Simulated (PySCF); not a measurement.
# C4H11BO2: electronic excitations

Aim: predict the electronic excitations of C4H11BO2 (`COBCCOC`).

Programs: PySCF 2.14.0, with density-fitted response routines of our own. Each step states its level of theory. These are calculated values for one molecule in the gas phase, unless marked as measured. Atoms are numbered from 0 throughout.

### 1 Starting geometry

18 atoms, charge 0, multiplicity 1; geometry from: GFN2-xTB.

Bonds of the start (Å): C0–O1 1.40, O1–B2 1.33, B2–C3 1.59, C3–C4 1.52, C4–O5 1.41, O5–C6 1.40, C0–H7 1.09, C0–H8 1.09, C0–H9 1.09, B2–H10 1.18, C3–H11 1.09, C3–H12 1.09, C4–H13 1.10, C4–H14 1.10, C6–H15 1.09, C6–H16 1.10, C6–H17 1.10.

### 2 Excited states and response: B3LYP/def2-SVPD

What the job is given:

```
{"job": {"kind": "uv", "xc": "B3LYP", "basis": "def2-SVPD", "nstates": 8, "ntriplets": 3}, "charge": 0, "multiplicity": 1}
C     -3.249743     0.340600     0.413117
O     -1.880308     0.089023     0.226043
B     -1.354983    -1.100756    -0.038152
C      0.219910    -1.207728    -0.221001
C      0.981125     0.098733    -0.036201
O      2.362052    -0.142340    -0.225626
C      3.146803     1.006022    -0.066406
H     -3.847638    -0.568647     0.303902
H     -3.574383     1.079442    -0.323228
H     -3.397016     0.752231     1.414469
H     -2.031055    -2.068496    -0.137633
H      0.453253    -1.597390    -1.214352
H      0.627934    -1.940232     0.478826
H      0.807687     0.501020     0.973503
H      0.629975     0.850216    -0.759600
H      4.180610     0.707356    -0.231520
H      3.045731     1.424096     0.944499
H      2.871286     1.783167    -0.792273
```

Level: TDDFT B3LYP/def2-SVPD, vertical, gas phase, core orbitals frozen in the response.

The run is started by

```sh
$ OMP_NUM_THREADS=1 python probes_run.py task.json out
```

One launch serves the whole session: the jobs run in the order shown.

What will the session give for the following? lowest singlet (B3LYP/def2-SVPD); brightest single state of those computed; lowest triplet. Wanted: lowest singlet; brightest single state of those computed; lowest triplet.

As calculated:

| quantity | value |
| --- | --- |
| lowest singlet (B3LYP/def2-SVPD) | 6.12 eV (203 nm), f = 0.004 |
| brightest single state of those computed | state 2, 6.48 eV, f = 0.017 |
| lowest triplet | 6.05 eV |

In words: The first singlet state (HOMO→LUMO 1.00) lies at 6.12 eV and is weak; of the 8 states computed, the strongest absorption comes from state 2 at 6.48 eV. The lowest triplet lies 0.07 eV below the lowest singlet (triplets in Tamm-Dancoff, singlets in full TDDFT).
